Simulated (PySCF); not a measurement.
# SrSe: bond curves at several levels of theory

The task here is to estimate one member of a computed series from the others.

The runs use PySCF 2.14.0; Sr def2-TZVPP with ECP28, Se def2-TZVPP, scalar-relativistic core potentials.

The first run:

Settings of the job:

- atoms: Sr, Se
- charge: 0
- basis: Sr def2-TZVPP with ECP28, Se def2-TZVPP
- Hamiltonian: scalar-relativistic core potentials
- basis functions: 88
- electrons treated: 44
- masses in u: 87.9056, 79.9165
- levels: PBE0, PBE, r²SCAN, M06, MN15, B3LYP, r²SCAN0, HSE06, HF, MP2, SCS-MP2, CCSD, CCSD(T)
- grid: 80 radial by 434 angular points
- occupations: held fixed by the projection of orbital angular momentum
- dissociation limit: Sr + Se, each in its ground configuration
- starting distance in angstrom: 2.825
- values of 2S to try: 0, 2

Launch:

```sh
$ OMP_NUM_THREADS=1 python dia.py task.json out
```

Among the steps run: Input; The PBE0 curve of the state that the search chose; Other states along the same grid; PBE (GGA); r²SCAN; M06 (hybrid meta-GGA); MN15 (hybrid meta-GGA); B3LYP (global hybrid GGA); r²SCAN0 (hybrid meta-GGA); HSE06 (range-separated hybrid); RHF; Correlated methods on the Hartree–Fock reference.

One table of the session follows, with a row left open; its other results are not shown here.

It belongs to the step «The curves together». Energy (eV) from each level's lowest point:

| R (Å) | RHF | RHF-MP2 | RHF-SCS-MP2 | RHF-CCSD | RHF-CCSD(T) |
| --- | --- | --- | --- | --- | --- |
| 2.209 | 1.554 | 1.273 | 1.338 | n/a | n/a |
| 2.312 | 0.756 | 0.591 | 0.633 | 0.646 | 0.676 |
| 2.415 | ? | ? | ? | ? | ? |
| 2.492 | 0.090 | 0.057 | 0.067 | 0.068 | 0.085 |
| 2.569 | 0.003 | 0.000 | 0.000 | 0.000 | 0.007 |
| 2.646 | 0.000 | 0.013 | 0.004 | 0.005 | 0.000 |
| 2.749 | 0.092 | 0.106 | 0.088 | 0.093 | 0.070 |
| 2.877 | 0.312 | 0.304 | 0.274 | 0.291 | 0.241 |
| 3.031 | 0.662 | 0.601 | 0.557 | 0.592 | 0.512 |
| 3.237 | 1.165 | 1.048 | 0.972 | n/a | n/a |

Q: Estimate the row for R (Å) = 2.415 from the others.

Worked estimate for «RHF». A straight line through the neighbours (2.312, 0.756) and (2.492, 0.090) gives 0.756 + (0.090 − 0.756) × (2.415 − 2.312) / (2.492 − 2.312) = 0.375; a parabola fitted to 4 rows on both sides gives 0.270.

**Answer.** RHF: 0.283; RHF-MP2: 0.204; RHF-SCS-MP2: 0.227; RHF-CCSD: 0.232; RHF-CCSD(T): 0.255. In «RHF» the line misses by +0.092 and the parabola by -0.013.
